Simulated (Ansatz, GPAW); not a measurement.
# BaTiO3 with GLLB-SC from a Python script

These are simulated results from GPAW 26.7.0, not measurements. The cell began as a measured structure and was relaxed with r2SCAN in plane waves (Ansatz 0.2.0). All runs are without spin polarisation.

Space group Pm-3m (No. 221), cubic; conventional cell a = 3.994 Å, 12.74 Å³ an atom. Around Ba lie 12 O at 2.82 Å; around Ti lie 6 O at 2.00 Å; around O lie 2 Ti at 2.00 Å and 4 Ba at 2.82 Å.

GLLB-SC is a model potential. Its fundamental gap is the Kohn-Sham gap plus a derivative discontinuity, which the script evaluates at the band edges among the listed k points. Its total energy isn't variational and serves nothing here.

Input script:

```python
import json
from ase import Atoms
from gpaw import GPAW, PW, FermiDirac

atoms = Atoms(['Ba', 'Ti', 'O', 'O', 'O'],
              cell=[[3.99409595, 0.0, 0.0], [0.0, 3.99409595, 0.0], [0.0, 0.0, 3.99409595]],
              scaled_positions=[[0.5, 0.5, 0.5], [0.0, 0.0, 0.0], [0.5, 0.0, 0.0], [0.0, 0.5, 0.0], [0.0, 0.0, 0.5]],
              pbc=True)
calc = GPAW(mode=PW(400), xc='GLLBSC', kpts={'size': (4, 4, 4), 'gamma': True},
            occupations=FermiDirac(0.02), maxiter=100, legacy_gpaw=True, txt='gpaw.txt')
atoms.calc = calc
res = {'energy': atoms.get_potential_energy(force_consistent=True)}
res['electrons'] = calc.get_number_of_electrons()
res['k'] = calc.get_ibz_k_points().tolist()
res['levels'] = [calc.get_eigenvalues(kpt=i).tolist() for i in range(len(res['k']))]
points = [[0.0, 0.0, 0.0], [0.0, 0.5, 0.0], [0.5, 0.5, 0.0], [0.5, 0.5, 0.5]]
bands = calc.fixed_density(kpts=points, symmetry='off', nbands=round(res['electrons']) // 2 + 6, convergence={'bands': -2}, txt='bands.txt')
res['points'] = [bands.get_eigenvalues(kpt=i).tolist() for i in range(len(points))]
homo, lumo = bands.get_homo_lumo()
potential = calc.hamiltonian.xc.response.calculate_discontinuity_potential(homo, lumo)
res['discontinuity'] = bands.hamiltonian.xc.response.calculate_discontinuity(potential)
json.dump(res, open('results.json', 'w'))
print('free energy (eV):', round(res['energy'], 5))
```

Command: `python run.py`. It took 16 s on 1 thread of Arm Neoverse V1, on a shared host, peak memory 0.17 GiB.

The log gpaw.txt, trimmed of paths, versions and times, then the last line on the terminal. An iter line gives the energy in eV and the logarithms of the changes of orbitals (plane waves alone) and density (c: converged):

```
___ ___ ___ _ _ _
 |   |   |_  | | | |

 | | | | | . | | | |

 |__ |  _|___|_____|  26.7.0
 |___|_|

Input parameters:
  kpts: {gamma: True,
         size: (4, 4, 4)}
  maxiter: 100
  mode: {ecut: 400.0,
         name: pw}
  occupations: {fixmagmom: False,
                name: fermi-dirac,
                width: 0.02}
  xc: GLLBSC

System changes: positions, numbers, cell, pbc, initial_charges, initial_magmoms

Initialize ...

species:
  Ba:
    name:    Barium
    Z:       56.0
    valence: 10
    core:    46
    charge:  0.0  # [|e|]
    compensation charges:
      type: gauss
      rc: 0.37  # [Å]
      lmax: 2
    cutoffs:
      filter: 2.06  # [Å]
      core: 2.33  # [Å]
    projectors
    | kind |    occ | energy [eV] | rcut [Å] |

    |------|--------|-------------|----------|

    |   5s |  2.000 |     -33.195 |    1.164 |

    |   6s |  2.000 |      -4.543 |    1.164 |

    |   5p |  6.000 |     -18.426 |    1.164 |

    |    p |        |       0.000 |    1.164 |

    |    d |        |       0.000 |    1.164 |

    |    d |        |      27.211 |    1.164 |

    Using partial waves for Ba as LCAO basis

  Ti:
    name:    Titanium
    Z:       22.0
    valence: 12
    core:    10
    charge:  0.0  # [|e|]
    compensation charges:
      type: gauss
      rc: 0.38  # [Å]
      lmax: 2
    cutoffs:
      filter: 2.23  # [Å]
      core: 1.02  # [Å]
    projectors
    | kind |    occ | energy [eV] | rcut [Å] |

    |------|--------|-------------|----------|

    |   3s |  2.000 |     -63.580 |    1.270 |

    |   4s |  2.000 |      -5.548 |    1.270 |

    |   3p |  6.000 |     -39.642 |    1.058 |

    |   4p |  0.000 |      -2.267 |    1.058 |

    |   3d |  2.000 |      -4.692 |    1.058 |

    |    d |        |      22.520 |    1.058 |

    Using partial waves for Ti as LCAO basis

  O:
    name:    Oxygen
    Z:       8.0
    valence: 6
    core:    2
    charge:  0.0  # [|e|]
    compensation charges:
      type: gauss
      rc: 0.21  # [Å]
      lmax: 2
    cutoffs:
      filter: 1.17  # [Å]
      core: 0.83  # [Å]
    projectors
    | kind |    occ | energy [eV] | rcut [Å] |

    |------|--------|-------------|----------|

    |   2s |  2.000 |     -28.986 |    0.688 |

    |   2p |  4.000 |     -13.358 |    0.598 |

    |    s |        |      -1.774 |    0.688 |

    |    p |        |      13.853 |    0.598 |

    |    d |        |       0.000 |    0.619 |

    Using partial waves for O as LCAO basis

Reference energy: -250489.036021  # eV

Spin-paired calculation

Convergence criteria:
 Maximum [total energy] change in last 3 cyles: 0.0005 eV / valence electron
 Maximum integral of absolute [dens]ity change: 0.0001 electrons / valence electron
 Maximum integral of absolute [eigenst]ate change: 4e-08 eV^2 / valence electron
 Maximum number of scf [iter]ations: 100
 (Square brackets indicate name in SCF output, whereas a 'c' in
 the SCF output indicates the quantity has converged.)

Symmetries present (total): 48

  ( 1  0  0)  ( 1  0  0)  ( 1  0  0)  ( 1  0  0)  ( 1  0  0)  ( 1  0  0)
  ( 0  1  0)  ( 0  1  0)  ( 0  0  1)  ( 0  0  1)  ( 0  0 -1)  ( 0  0 -1)
  ( 0  0  1)  ( 0  0 -1)  ( 0  1  0)  ( 0 -1  0)  ( 0  1  0)  ( 0 -1  0)
[... 25 lines left out ...]
  (-1  0  0)  (-1  0  0)  (-1  0  0)  (-1  0  0)  (-1  0  0)  (-1  0  0)
  ( 0  0  1)  ( 0  0  1)  ( 0  0 -1)  ( 0  0 -1)  ( 0 -1  0)  ( 0 -1  0)
  ( 0  1  0)  ( 0 -1  0)  ( 0  1  0)  ( 0 -1  0)  ( 0  0  1)  ( 0  0 -1)

64 k-points: 4 x 4 x 4 Monkhorst-Pack grid + [1/8,1/8,1/8]
10 k-points in the irreducible part of the Brillouin zone
       k-points in crystal coordinates                weights
   0:     0.00000000    0.00000000    0.00000000          1/64
   1:     0.25000000    0.00000000    0.00000000          6/64
   2:     0.25000000    0.25000000    0.00000000         12/64
   3:     0.25000000    0.25000000    0.25000000          8/64
   4:     0.50000000    0.00000000    0.00000000          3/64
   5:     0.50000000    0.25000000    0.00000000         12/64
   6:     0.50000000    0.25000000    0.25000000         12/64
   7:     0.50000000    0.50000000    0.00000000          3/64
   8:     0.50000000    0.50000000    0.25000000          6/64
   9:     0.50000000    0.50000000    0.50000000          1/64

Wave functions: Plane wave expansion
  Cutoff energy: 400.000 eV
  Number of coefficients (min, max): 1088, 1189
  Pulay-stress correction: 0.000000 eV/Ang^3 (de/decut=0.000000)
  Using FFTW library
  ScaLapack parameters: grid=1x1, blocksize=None
  Wavefunction extrapolation:
    Improved wavefunction reuse through dual PAW basis

Occupation numbers: Fermi-Dirac:
  width: 0.0200  # eV

Eigensolver
   Davidson(niter=2)

Densities:
  Coarse grid: 20*20*20 grid
  Fine grid: 40*40*40 grid
  Total Charge: 0.000000

Density mixing:
  Method: separate
  Backend: msr1
  Linear mixing parameter: 0.05
  old densities: 10
  Width of damping distribution: 1.1
  Damping of long wavelength oscillations: 20

Hamiltonian:
  XC and Coulomb potentials evaluated on a 40*40*40 grid
  Using the GLLBSC Exchange-Correlation functional
  External potential:
    NoExternalPotential

XC parameters: GLLBSC functional being used consists of
  -----------------------------------------------------------------------
  | Weight | Module     | Description                                   |

  -----------------------------------------------------------------------
  |  1.000 | SCREENING  | GGA_X_PBE_SOL with 2 nearest neighbor stencil |

  |  1.000 | RESPONSE   | eps=0.0500 eV                                 |

  |  1.000 | XC         | GGA_C_PBE_SOL with 2 nearest neighbor stencil |

  -----------------------------------------------------------------------

Memory estimate:
  Process memory now: 114.30 MiB
  Calculator: 14.63 MiB
    Density: 4.65 MiB
      Arrays: 1.59 MiB
      Localized functions: 1.84 MiB
      Mixer: 1.22 MiB
    Hamiltonian: 1.09 MiB
      Arrays: 1.04 MiB
      XC: 0.00 MiB
      Poisson: 0.00 MiB
      vbar: 0.05 MiB
    Wavefunctions: 8.89 MiB
      Arrays psit_nG: 5.08 MiB
      Eigensolver: 0.72 MiB
      Projections: 0.32 MiB
      Projectors: 2.29 MiB
      PW-descriptor: 0.49 MiB

Total number of cores used: 1

Number of atoms: 5
Number of atomic orbitals: 30
Number of bands in calculation: 28
Number of valence electrons: 40
Bands to converge: occupied

... initialized

Initializing position-dependent things.

Density initialized from atomic densities
Creating initial wave functions:
  28 bands from LCAO basis set

   .---------.
  /|         |

 * |         |

 | |         |

 | |   Ba    |

 O .---------.
 |O         /
 Ti---O----*
Positions:
   0 Ba     1.997048    1.997048    1.997048    ( 0.0000,  0.0000,  0.0000)
   1 Ti     0.000000    0.000000    0.000000    ( 0.0000,  0.0000,  0.0000)
   2 O      1.997048    0.000000    0.000000    ( 0.0000,  0.0000,  0.0000)
   3 O      0.000000    1.997048    0.000000    ( 0.0000,  0.0000,  0.0000)
   4 O      0.000000    0.000000    1.997048    ( 0.0000,  0.0000,  0.0000)

Unit cell:
           periodic     x           y           z      points  spacing
  1. axis:    yes    3.994096    0.000000    0.000000    20     0.1997
  2. axis:    yes    0.000000    3.994096    0.000000    20     0.1997
  3. axis:    yes    0.000000    0.000000    3.994096    20     0.1997

  Lengths:   3.994096   3.994096   3.994096
  Angles:   90.000000  90.000000  90.000000

Effective grid spacing dv^(1/3) = 0.1997

iter:   1   -50.544969
iter:   2   -45.849760   -0.87  -0.91
iter:   3   -36.008251   -0.71  -0.96
iter:   4   -35.601972   -1.63  -1.36
iter:   5   -36.079650   -1.28  -1.46
iter:   6   -34.308838   -1.78  -1.58
iter:   7   -34.837180   -2.62  -1.94
iter:   8   -34.685798   -3.76  -2.31
iter:   9   -34.598097   -3.79  -2.63
iter:  10   -34.642234   -4.62  -2.74
iter:  11   -34.636221   -5.64  -3.33
iter:  12   -34.652370c  -5.11  -3.33
iter:  13   -34.650084c  -6.38  -3.85
iter:  14   -34.654254c  -6.25  -3.89
iter:  15   -34.646428c  -6.18  -3.81
iter:  16   -34.643589c  -6.25  -4.35c
iter:  17   -34.645298c  -7.57c -4.22c

Converged after 17 iterations.

Energy contributions relative to reference atoms: (reference = -250489.036021)

Kinetic:         +9.935569
Potential:       -4.885388
External:        +0.000000
XC:             -39.221961
Entropy (-ST):   -0.000000
Local:           -0.473517
SIC:             +0.000000
--------------------------
Free energy:    -34.645298
Extrapolated:   -34.645298

GLLBSC response reference energy: 5.45963 eV (from HOMO)

Showing only first 2 kpts
 Kpt  Band  Eigenvalues  Occupancy
  0    18      5.36620    2.00000
  0    19      5.36620    2.00000
  0    20      8.28243    0.00000
  0    21      8.28243    0.00000

  1    18      5.01846    2.00000
  1    19      5.01846    2.00000
  1    20      8.35477    0.00000
  1    21      9.11416    0.00000

Fermi level: 6.10124

Gap: 2.823 eV
Transition (v -> c):
  (s=0, k=9, n=19, [0.50, 0.50, 0.50]) -> (s=0, k=0, n=20, [0.00, 0.00, 0.00])
Direct/indirect transitions are different
Direct gap: 2.916 eV
Transition at: (s=0, k=0, n=19, [0.00, 0.00, 0.00])

free energy (eV): -34.6453
```

The gap in the log is over the mesh alone; results.json adds the listed points. GLLB-SC gives a gap of 3.58 eV (2.823 eV Kohn-Sham over the listed points plus 0.754 eV discontinuity). On the same cell, plane-wave PBE (Ansatz, 6×6×6 k points and the special points) gives a gap of 1.82 eV and r2SCAN a gap of 2.17 eV; on shared hosts these took about 3 and 7.1 core-seconds on the 5-atom cell, against 16 for the script. Spin-orbit coupling, left out in all these runs, can cut or reorder the gap by tenths of an eV, up to about 1 eV with Pb or Bi.

Spin-orbit coupling is left out.
